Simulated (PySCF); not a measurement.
# C₄H₁₂Sn: electronic structure in real space

Aim: take C₄H₁₂Sn and analyse its density (charges, bond critical points, surface potential), see where an electron leaves and enters and measure its response to a uniform field.

The runs use PySCF 2.14.0; levels as typed in each script, gas phase, geometry from GFN2-xTB.

### Step 1. The system as given

SMILES `C[Sn](C)(C)C`, 17 atoms, charge 0, spin multiplicity 1.

Bond lengths: C1–Sn2 2.194 Å, C1–H6 1.084 Å, C1–H7 1.084 Å, C1–H8 1.083 Å, Sn2–C3 2.194 Å, Sn2–C4 2.195 Å, Sn2–C5 2.194 Å, C3–H9 1.084 Å, C3–H10 1.084 Å, C3–H11 1.083 Å, C4–H12 1.083 Å, C4–H13 1.084 Å, C4–H14 1.084 Å, C5–H15 1.083 Å, C5–H16 1.084 Å, C5–H17 1.084 Å. Angles: Sn2–C1–H6 110.5°, Sn2–C1–H7 110.5°, Sn2–C1–H8 110.5°, H6–C1–H7 108.4°, H6–C1–H8 108.5°, H7–C1–H8 108.5°, C1–Sn2–C3 109.5°, C1–Sn2–C4 109.5°, C1–Sn2–C5 109.5°, C3–Sn2–C4 109.5°, C3–Sn2–C5 109.5°, C4–Sn2–C5 109.4°, Sn2–C3–H9 110.5°, Sn2–C3–H10 110.4°, Sn2–C3–H11 110.5°, H9–C3–H10 108.4°, H9–C3–H11 108.5°, H10–C3–H11 108.5° and more.

As a file:

```
C    -1.2795   -1.6052   -0.7750
Sn   -0.0001   -0.0001    0.0001
C    -1.2545    1.6086    0.8081
C     1.2472    0.7901   -1.6235
C     1.2875   -0.7932    1.5897
H    -1.9226   -1.2300   -1.5635
H    -0.6754   -2.4092   -1.1802
H    -1.9025   -2.0083    0.0133
H    -0.6379    2.4111    1.1972
H    -1.8775    1.2351    1.6133
H    -1.8976    2.0129    0.0362
H     1.8739    0.0094   -2.0354
H     1.8861    1.5861   -1.2576
H     0.6266    1.1882   -2.4187
H     1.9269   -0.0141    1.9850
H     0.6870   -1.1897    2.4011
H     1.9144   -1.5908    1.2073
```

### Step 2. Density, bond paths and surface potential (B3LYP/def2-svpd)

The input, input.py:

```python
import numpy as np
from pyscf import gto, scf, dft
from pyscf.scf import atom_ks, atom_hf
from scipy.linalg import block_diag

def solve(mol, dm0=None, hcore=None):
    mf = (dft.UKS if mol.spin else dft.RKS)(mol, xc='b3lyp')
    mf.grids.level = 3
    mf = mf.density_fit(auxbasis='def2-universal-jkfit')
    mf.conv_tol, mf.max_cycle = 1e-8, 80
    if hcore is not None:
        mf.get_hcore = lambda *args: hcore
    mf.kernel(dm0)
    if not mf.converged:
        mf = mf.newton().run(mf.mo_coeff, mf.mo_occ, max_cycle=30)
    assert mf.converged, 'SCF not converged'
    return mf

mol = gto.M(atom='''
C     -1.27952    -1.60520    -0.77497
Sn    -0.00010    -0.00005     0.00012
C     -1.25451     1.60865     0.80805
C      1.24717     0.79010    -1.62348
C      1.28748    -0.79319     1.58973
H     -1.92258    -1.23001    -1.56351
H     -0.67541    -2.40924    -1.18022
H     -1.90253    -2.00832     0.01327
H     -0.63786     2.41111     1.19720
H     -1.87752     1.23509     1.61327
H     -1.89757     2.01289     0.03624
H      1.87392     0.00941    -2.03539
H      1.88608     1.58608    -1.25761
H      0.62656     1.18820    -2.41874
H      1.92689    -0.01413     1.98496
H      0.68703    -1.18972     2.40110
H      1.91437    -1.59080     1.20734
''', basis='def2-svpd', ecp={'Sn': 'def2-svpd'}, charge=0, spin=0, verbose=4)
mf = solve(mol)
mf.analyze()
# spherically averaged free atoms, for the promolecule
atom_ks.AtomSphAverageRKS.init_guess_by_vsap = lambda self, mol=None: self.init_guess_by_minao(mol)  # core potentials
atm = atom_ks.get_atm_nrks(mol, xc='b3lyp')
pro = block_diag(*[(atm[a[0]][2] * atm[a[0]][3]) @ atm[a[0]][2].T for a in mol._atom])
np.savez('result.npz', e=mf.e_tot, c=mf.mo_coeff, occ=mf.mo_occ, eps=mf.mo_energy, pro=pro, dip=mf.dip_moment(verbose=0), s2=mf.spin_square()[0])
```

Started as:

```console
> OMP_NUM_THREADS=1 python input.py
```

### Step 4. Removing and adding an electron (B3LYP/def2-svpd)

The input, input.py:

```python
import numpy as np
from pyscf import gto, scf, dft
from pyscf.scf import atom_ks, atom_hf
from scipy.linalg import block_diag

def solve(mol, dm0=None, hcore=None):
    mf = (dft.UKS if mol.spin else dft.RKS)(mol, xc='b3lyp')
    mf.grids.level = 3
    mf = mf.density_fit(auxbasis='def2-universal-jkfit')
    mf.conv_tol, mf.max_cycle = 1e-8, 80
    if hcore is not None:
        mf.get_hcore = lambda *args: hcore
    mf.kernel(dm0)
    if not mf.converged:
        mf = mf.newton().run(mf.mo_coeff, mf.mo_occ, max_cycle=30)
    assert mf.converged, 'SCF not converged'
    return mf

mol = gto.M(atom='''
C     -1.27952    -1.60520    -0.77497
Sn    -0.00010    -0.00005     0.00012
C     -1.25451     1.60865     0.80805
C      1.24717     0.79010    -1.62348
C      1.28748    -0.79319     1.58973
H     -1.92258    -1.23001    -1.56351
H     -0.67541    -2.40924    -1.18022
H     -1.90253    -2.00832     0.01327
H     -0.63786     2.41111     1.19720
H     -1.87752     1.23509     1.61327
H     -1.89757     2.01289     0.03624
H      1.87392     0.00941    -2.03539
H      1.88608     1.58608    -1.25761
H      0.62656     1.18820    -2.41874
H      1.92689    -0.01413     1.98496
H      0.68703    -1.18972     2.40110
H      1.91437    -1.59080     1.20734
''', basis='def2-svpd', ecp={'Sn': 'def2-svpd'}, charge=0, spin=0, verbose=4)
mf = solve(mol)
out = dict(e0=mf.e_tot, dm0=mf.make_rdm1(), c=mf.mo_coeff, occ=mf.mo_occ, eps=mf.mo_energy)
for name, dq, spin in [('cation', 1, 1)]:
    ion = mol.copy().set(charge=mol.charge + dq, spin=spin).build()
    mi = solve(ion)
    if spin and dq > 0 and mol.nao < 130:
        c, _, stable, _ = mi.stability(return_status=True)
        if not stable:
            mi = solve(ion, mi.make_rdm1(c, mi.mo_occ))
    print(name, 'vertical energy change / eV', (mi.e_tot - mf.e_tot) * 27.211386)
    out.update({'e_' + name: mi.e_tot, 'dm_' + name: mi.make_rdm1(), 's2_' + name: mi.spin_square()[0], 'eps_' + name: mi.mo_energy, 'occ_' + name: mi.mo_occ})
# spherically averaged free atoms, for the promolecule
atom_ks.AtomSphAverageRKS.init_guess_by_vsap = lambda self, mol=None: self.init_guess_by_minao(mol)  # core potentials
atm = atom_ks.get_atm_nrks(mol, xc='b3lyp')
pro = block_diag(*[(atm[a[0]][2] * atm[a[0]][3]) @ atm[a[0]][2].T for a in mol._atom])
np.savez('result.npz', pro=pro, **out)
```

### Step 5. Response to an electric field (B3LYP/def2-svpd)

The input, input.py:

```python
import numpy as np
from pyscf import gto, scf, dft
from pyscf.scf import atom_ks, atom_hf
from scipy.linalg import block_diag

def solve(mol, dm0=None, hcore=None):
    mf = (dft.UKS if mol.spin else dft.RKS)(mol, xc='b3lyp')
    mf.grids.level = 3
    mf = mf.density_fit(auxbasis='def2-universal-jkfit')
    mf.conv_tol, mf.max_cycle = 1e-8, 80
    if hcore is not None:
        mf.get_hcore = lambda *args: hcore
    mf.kernel(dm0)
    if not mf.converged:
        mf = mf.newton().run(mf.mo_coeff, mf.mo_occ, max_cycle=30)
    assert mf.converged, 'SCF not converged'
    return mf

mol = gto.M(atom='''
C     -1.27952    -1.60520    -0.77497
Sn    -0.00010    -0.00005     0.00012
C     -1.25451     1.60865     0.80805
C      1.24717     0.79010    -1.62348
C      1.28748    -0.79319     1.58973
H     -1.92258    -1.23001    -1.56351
H     -0.67541    -2.40924    -1.18022
H     -1.90253    -2.00832     0.01327
H     -0.63786     2.41111     1.19720
H     -1.87752     1.23509     1.61327
H     -1.89757     2.01289     0.03624
H      1.87392     0.00941    -2.03539
H      1.88608     1.58608    -1.25761
H      0.62656     1.18820    -2.41874
H      1.92689    -0.01413     1.98496
H      0.68703    -1.18972     2.40110
H      1.91437    -1.59080     1.20734
''', basis='def2-svpd', ecp={'Sn': 'def2-svpd'}, charge=0, spin=0, verbose=4)
field = np.array([0.004, 0.0, 0.0])  # atomic units
mol.set_common_orig(mol.atom_charges() @ mol.atom_coords() / mol.atom_charges().sum())
mf = solve(mol)
out = dict(dm0=mf.make_rdm1(), d0=mf.dip_moment(unit='AU'), e0=mf.e_tot)
for name, sign in (('p', 1), ('m', -1)):
    h = mf.get_hcore() + sign * np.einsum('x,xij->ij', field, mol.intor('int1e_r'))
    mi = solve(mol, mf.make_rdm1(), h)
    out.update({'dm' + name: mi.make_rdm1(), 'd' + name: mi.dip_moment(unit='AU'), 'e' + name: mi.e_tot})
# spherically averaged free atoms, for the promolecule
atom_ks.AtomSphAverageRKS.init_guess_by_vsap = lambda self, mol=None: self.init_guess_by_minao(mol)  # core potentials
atm = atom_ks.get_atm_nrks(mol, xc='b3lyp')
pro = block_diag(*[(atm[a[0]][2] * atm[a[0]][3]) @ atm[a[0]][2].T for a in mol._atom])
np.savez('result.npz', pro=pro, **out)
```

(Steps that only read results are left out.)

Q: Predict the outcome of this session. Wanted: dipole moment; HOMO, LUMO; polarisability along the field.

**Answer**, as computed:

| quantity | value |
| --- | --- |
| dipole moment (B3LYP/def2-svpd) | 0.00 D |
| HOMO, LUMO (B3LYP/def2-svpd) | -7.46, -0.09 eV |
| polarisability along the field (B3LYP/def2-svpd) | 94.4 bohr³ |

**Reading.** At B3LYP/def2-svpd: The highest Hirshfeld charge is on Sn2 (+0.52 e), the lowest on C1, C3, C4 and C5 (−0.21 e). The geometry was not optimised at these levels.
